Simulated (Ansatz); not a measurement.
# Sn8O15F: the cost of one run

Method: DFT, PBE, plane-wave PAW, default files, scalar-relativistic, as far as a step names no other, in Ansatz 0.2.0.

## Step 1: The structure to begin with

It takes space group Fmm2 (No. 42, orthorhombic). Conventional cell: a = 6.373 Å, b = 13.401 Å, c = 13.401 Å, α = 90.00°, β = 90.00°, γ = 90.00°. Around Sn (site symmetry mm2) lie 5 O at 2.05 to 2.06 Å and 1 F at 2.06 Å. Sn (site symmetry mm2) has 6 O at 2.05 to 2.06 Å as nearest neighbours. Around Sn (site symmetry m) lie 6 O at 2.05 to 2.06 Å. Sn (site symmetry m) is surrounded by 5 O at 2.05 to 2.06 Å and 1 F at 2.05 Å. Sn (site symmetry 2) has 6 O at 2.05 to 2.06 Å as nearest neighbours. F (site symmetry mm2) has 3 Sn at 2.05 to 2.06 Å as nearest neighbours. Around O (site symmetry mm2) lie 3 Sn at 2.05 to 2.06 Å. O (site symmetry m) has 3 Sn at 2.05 to 2.06 Å as nearest neighbours. Only part of the 13 independent sites is listed.

Coordinates:

```cif
data_structure
_symmetry_space_group_name_H-M 'Fmm2'
_symmetry_Int_Tables_number 42
_cell_length_a 6.3730
_cell_length_b 13.4011
_cell_length_c 13.4011
_cell_angle_alpha 90.000
_cell_angle_beta 90.000
_cell_angle_gamma 90.000
_cell_volume 1144.52
loop_
_atom_site_label
_atom_site_type_symbol
_atom_site_symmetry_multiplicity
_atom_site_Wyckoff_symbol
_atom_site_fract_x
_atom_site_fract_y
_atom_site_fract_z
_atom_site_occupancy
Sn1 Sn 4 a 0.00000 0.00000 0.00000 1
Sn2 Sn 4 a 0.50000 0.00000 0.00000 1
Sn3 Sn 8 c 0.00000 0.25000 0.25000 1
Sn4 Sn 8 d 0.25000 0.00000 0.25000 1
Sn5 Sn 8 b 0.75000 0.25000 0.00000 1
F1 F 4 a 0.50000 0.00000 0.34645 1
O1 O 4 a 0.00000 0.00000 0.34645 1
O2 O 8 c 0.00000 0.25000 0.09645 1
O3 O 16 e 0.75000 0.34645 0.25000 1
O4 O 16 e 0.75000 0.09645 0.00000 1
O5 O 4 a 0.50000 0.00000 0.15355 1
O6 O 4 a 0.00000 0.00000 0.15355 1
O7 O 8 c 0.50000 0.25000 0.40355 1
```

Atom 9 of the input is the impurity.

## Step 2: First run, atoms as given

input.yaml reads:

```yaml
crystal:
  lattice:
    - [-4.738, 4.738, 3.1865]
    - [4.738, -4.738, 3.1865]
    - [4.738, 4.738, -3.1865]
  atoms:
    - { symbol: Sn, position: [0.0, 0.0, 0.0] }
    - { symbol: Sn, position: [0.5, 0.5, 0.0] }
    - { symbol: Sn, position: [0.5, 0.0, 0.5] }
    - { symbol: Sn, position: [0.0, 0.5, 0.5] }
    - { symbol: Sn, position: [0.5, 0.5, 0.5] }
    - { symbol: Sn, position: [0.0, 0.0, 0.5] }
    - { symbol: Sn, position: [0.0, 0.5, 0.0] }
    - { symbol: Sn, position: [0.5, 0.0, 0.0] }
    - { symbol: F, position: [0.15355, 0.15355, 0.3071] }
    - { symbol: O, position: [0.65355, 0.65355, 0.3071] }
    - { symbol: O, position: [0.65355, 0.15355, 0.8071] }
    - { symbol: O, position: [0.15355, 0.65355, 0.8071] }
    - { symbol: O, position: [0.65355, 0.34645, 0.5] }
    - { symbol: O, position: [0.15355, 0.84645, 0.5] }
    - { symbol: O, position: [0.15355, 0.34645, 0.0] }
    - { symbol: O, position: [0.65355, 0.84645, 0.0] }
    - { symbol: O, position: [0.34645, 0.34645, 0.6929] }
    - { symbol: O, position: [0.84645, 0.84645, 0.6929] }
    - { symbol: O, position: [0.84645, 0.34645, 0.1929] }
    - { symbol: O, position: [0.34645, 0.84645, 0.1929] }
    - { symbol: O, position: [0.34645, 0.65355, 0.5] }
    - { symbol: O, position: [0.84645, 0.15355, 0.5] }
    - { symbol: O, position: [0.84645, 0.65355, 0.0] }
    - { symbol: O, position: [0.34645, 0.15355, 0.0] }
total_charge: 1
kpoints:
  mp_grid: { grid: [4, 4, 4] }
scf:
  occupations: { method: fermi_dirac, width: 0.01 }
hamiltonian:
  xc: pbe
  pseudopotentials: { kind: paw }
output:
  forces: true
  stress: true
  populations: true
  efg:
    quadrupole_moments_barn: { Sn: -0.132, O: -0.02558 }
    contact_densities: true
  write_density: true
  write_potential: true
  elf: true
  volumetric_format: npy
```

Command:

```sh
$ ansatz run input.yaml --threads 1 --pin off --max-ram 3072MiB --backend cpu --events-out ev --progress --plain --runs-dir out
```

Q: Estimate wall time and peak memory on 1 thread of Arm Neoverse V1, shared host.

About 2.1 min, with a peak of 0.8 GiB.
